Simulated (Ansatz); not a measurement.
CH6BFSi, SMILES FBC[SiH3], harmonic frequencies at the relaxed geometry

With Ansatz's Python interface.

`ch6bfsi.xyz`
```text
10

F    -2.02050   -0.09450   -0.77280
B    -0.92550    0.80300   -0.99800
C     0.43060    0.55380   -0.26600
Si    0.46010   -0.92740    0.87430
H    -1.01290    1.70950   -1.76100
H     1.25710    0.40410   -1.01080
H     0.74630    1.44980    0.35470
H     0.10330   -2.12030    0.08310
H    -0.64670   -0.71100    1.94170
H     1.69130   -1.11820    1.55780
```

At the Python prompt:
```pycon
>>> import warnings
>>> import ansatz as az
>>> from ase import Atoms
>>> from ase.thermochemistry import IdealGasThermo
>>> import numpy as np
>>> warnings.simplefilter('ignore', az.DeckWarning)
>>> geometry = az.Crystal.molecule_from_extxyz('ch6bfsi.xyz')
>>> job = geometry.calculation()
>>> job = job.basis(gaussian='6-31G*').functional('hf')
>>> symbols = [site.symbol for site in geometry.cartesian_sites]
>>> start = np.array([site.position_ang for site in geometry.cartesian_sites], dtype=float)
>>> def progress(event):
...     if event['event'] == 'relax_step':
...         row = event['data']
...         print(f'step {row["step"]:3d}  E = {row["lagrangian_ev"]:.6f} eV  largest force component {row["allowed_force_max_ev_ang"]:.4f} eV/A')
...
>>> report = job.relax(force_tolerance=0.003, max_steps=100).session().plan().execute(on_event=progress).report
step   1  E = -12365.879886 eV  largest force component 2.7981 eV/A
step   2  E = -12366.284386 eV  largest force component 1.7132 eV/A
step   3  E = -12366.262497 eV  largest force component 1.4132 eV/A
step   4  E = -12366.351966 eV  largest force component 0.2169 eV/A
step   5  E = -12366.357291 eV  largest force component 0.1354 eV/A
step   6  E = -12366.358518 eV  largest force component 0.0314 eV/A
step   7  E = -12366.358969 eV  largest force component 0.0913 eV/A
step   8  E = -12366.359197 eV  largest force component 0.4771 eV/A
step   9  E = -12366.363418 eV  largest force component 0.0581 eV/A
step  10  E = -12366.367785 eV  largest force component 0.1008 eV/A
step  11  E = -12366.369650 eV  largest force component 0.2640 eV/A
step  12  E = -12366.320299 eV  largest force component 1.2367 eV/A
step  13  E = -12366.379836 eV  largest force component 0.1172 eV/A
step  14  E = -12366.387017 eV  largest force component 0.1384 eV/A
step  15  E = -12366.393595 eV  largest force component 0.4285 eV/A
step  16  E = -12366.407401 eV  largest force component 0.3333 eV/A
step  17  E = -12366.422704 eV  largest force component 0.1496 eV/A
step  18  E = -12366.419359 eV  largest force component 0.4408 eV/A
step  19  E = -12366.426912 eV  largest force component 0.0991 eV/A
step  20  E = -12366.429587 eV  largest force component 0.1999 eV/A
step  21  E = -12366.433233 eV  largest force component 0.0525 eV/A
step  22  E = -12366.434669 eV  largest force component 0.0502 eV/A
step  23  E = -12366.433903 eV  largest force component 0.2403 eV/A
step  24  E = -12366.432291 eV  largest force component 0.2460 eV/A
step  25  E = -12366.435198 eV  largest force component 0.0127 eV/A
step  26  E = -12366.435445 eV  largest force component 0.0822 eV/A
step  27  E = -12366.435727 eV  largest force component 0.0429 eV/A
step  28  E = -12366.435393 eV  largest force component 0.0587 eV/A
step  29  E = -12366.435897 eV  largest force component 0.0129 eV/A
step  30  E = -12366.435926 eV  largest force component 0.0058 eV/A
step  31  E = -12366.435936 eV  largest force component 0.0080 eV/A
step  32  E = -12366.435940 eV  largest force component 0.0051 eV/A
step  33  E = -12366.435941 eV  largest force component 0.0011 eV/A
>>> end = np.array(report['positions_ang'])
>>> print('final positions (A) and the move of each atom')
final positions (A) and the move of each atom
>>> for symbol, xyz, old in zip(symbols, end, start):
...     print(f'{symbol:2s} {xyz[0]:10.5f} {xyz[1]:10.5f} {xyz[2]:10.5f}   {np.linalg.norm(xyz - old):7.4f}')
...
F    -2.00536    1.33950   -0.44281    1.4716
B    -0.93285    0.79193   -0.98851    0.0163
C     0.37590    0.64523   -0.14969    0.1577
Si    0.47436   -1.00605    0.78454    0.1202
H    -1.04592    0.40474   -2.10932    1.3509
H     1.25333    0.69122   -0.79139    0.3614
H     0.45117    1.43657    0.59380    0.3801
H     0.41184   -2.13907   -0.16140    0.3941
H    -0.64518   -1.13159    1.73827    0.4672
H     1.74582   -1.08366    1.52952    0.0705
>>> # frequencies need a stationary point, so they are taken at the relaxed geometry
>>> minimum = az.Crystal.molecule()
>>> for symbol, place in zip(symbols, end):
...     minimum = minimum.atom(symbol, place.tolist())
...
>>> vibrating = minimum.calculation()
>>> vibrating = vibrating.basis(gaussian='6-31G*')
>>> vibrating = vibrating.functional('hf').phonons(temperatures=(298.15, 498.15, 100))
>>> vib = vibrating.run(threads=1, pin='off').report['vibrations']
>>> sums = vib['harmonic_sums']
>>> modes = [m['omega_inv_cm'] for m in sums['modes_at_gamma'] if m['rigid_motion'] == 'no']
>>> print('frequencies (1/cm):', ' '.join(f'{w:.0f}' for w in modes))
frequencies (1/cm): 61 108 211 419 568 642 691 875 959 1028 1042 1044 1049 1155 1194 1239 1447 1574 2370 2377 2383 2759 3194 3244
>>> print('imaginary modes:', sum(w < 0 for w in modes), ' zero-point energy:', round(sums['zero_point_energy_ev'], 4), 'eV')
imaginary modes: 0  zero-point energy: 1.9609 eV
>>> # rigid rotor and ideal gas, symmetry number taken as one
>>> gas = IdealGasThermo(vib_energies=[w / 8065.544 for w in modes if w > 0], geometry='linear' if len(modes) == 3 * len(symbols) - 5 else 'nonlinear',
...                      atoms=Atoms(symbols, positions=end), symmetrynumber=1, spin=0.0)
>>> print(f'H(298 K) - E = {gas.get_enthalpy(298.15, verbose=False):.4f} eV')
H(298 K) - E = 2.1478 eV
>>> print(f'S(298 K, 1 bar) = {96485.33 * gas.get_entropy(298.15, 1e5, verbose=False):.1f} J/(mol K) with symmetry number 1')
S(298 K, 1 bar) = 322.9 J/(mol K) with symmetry number 1
```

Reading the output:
- Total energies depend on the basis set; only differences at equal settings carry meaning.
- The frequencies are harmonic and unscaled, in a modest basis. The result belongs to the one conformer reached from this start, and soft torsions count as harmonic oscillators.
- The entropy takes a symmetry number of 1; a symmetric molecule's is lower by R ln(sigma).
- The whole script took 110 s on 1 thread of Intel(R) Xeon(R) Platinum 8488C (Sapphire Rapids) (shared host), peak memory 0.27 GiB.

(Lines on the test bed's own set-up are left out of the output.)
